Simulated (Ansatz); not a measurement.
# TiH+ (quintet): PBE, r2SCAN over a scan of the distance Ti1–H2, def2-TZVPP

How well do these functionals follow the top wave-function level for TiH+ (quintet) over a scan of the distance Ti1–H2?

The runs use Ansatz 0.2.0, Gaussian basis; def2-TZVPP, all electrons in the functionals.

To be run: PBE, r2SCAN, at 1.785 Å; 2.018 Å; 2.236 Å; 2.501 Å; 2.678 Å; 3.090 Å; 3.511 Å; 4.226 Å; 4.960 Å; 5.919 Å; 7.545 Å.

49 further runs of the same task are left out: 22 for a known fault of the program, 18 that didn't finish, 9 set aside as unsound or not needed.

**1. The system**

The geometry derives from a PBE0/def2-TZVP stationary point (not a proven minimum). One bond is set to the value named and the two fragments are kept rigid.

2 atoms, charge 1, spin multiplicity 5.

Atoms are counted from 1 here; the program's logs count them from 0.

Bond lengths: Ti1–H2 2.236 Å.

No dispersion term is added.

The geometry shown and the zero of energy belong to the point 2.236 Å. The yardstick, FCI, and other wave-function levels (R restricted, U unrestricted, valence and pair active spaces) come from earlier runs.

**2. PBE, 1.785 Å**

File in.yaml:

```yaml
crystal:
  periodic: [false, false, false]
  atoms:
    - {symbol: Ti, position_ang: [0.000000, 0.000000, 0.000000]}
    - {symbol: H, position_ang: [0.000000, 0.000000, 1.785000]}
basis:
  gaussian: {orbitals: def2-TZVPP}
total_charge: 1
magnetization: {spin_polarized: true, initial_magnetization: 4}
hamiltonian: {xc: {name: PBE}}
output: {orbitals: {seedname: orbitals}}
```

Command:

```bash
ansatz run in.yaml --threads 1 --pin off --events-out ev --progress --plain --max-ram 2393MiB
```

After this run come: PBE, 2.018 Å; PBE, 2.236 Å; PBE, 2.501 Å; PBE, 2.678 Å; PBE, 3.090 Å; PBE, 3.511 Å; PBE, 4.226 Å; PBE, 4.960 Å; PBE, 5.919 Å; PBE, 7.545 Å; r2SCAN, 1.785 Å; r2SCAN, 2.018 Å; r2SCAN, 2.236 Å; r2SCAN, 2.501 Å; r2SCAN, 2.678 Å; r2SCAN, 3.090 Å; r2SCAN, 3.511 Å; r2SCAN, 4.226 Å; r2SCAN, 4.960 Å; r2SCAN, 5.919 Å; r2SCAN, 7.545 Å.

**Question.** What will the summary of the whole plan be? Wanted: span of the FCI curve; largest miss, PBE; largest miss, r2SCAN; largest miss, RCCSD(T); largest miss, UCCSD(T).

**Answer**, as computed:

```
              quantity                    value
 span of the FCI curve             6.0 kcal/mol
     largest miss, PBE  +5.1 kcal/mol (7.545 Å)
  largest miss, r2SCAN  +5.4 kcal/mol (7.545 Å)
largest miss, RCCSD(T)  -1.4 kcal/mol (2.678 Å)
largest miss, UCCSD(T)  -1.5 kcal/mol (2.678 Å)
```

**Reading.** Of the functionals, PBE keep the smallest largest miss at the points compared (at most 5.1 kcal/mol) and r2SCAN strays most (5.4 kcal/mol, at 7.545 Å). Functionals and the yardstick converge differently with the basis, so part of each miss in def2-TZVPP is the basis.
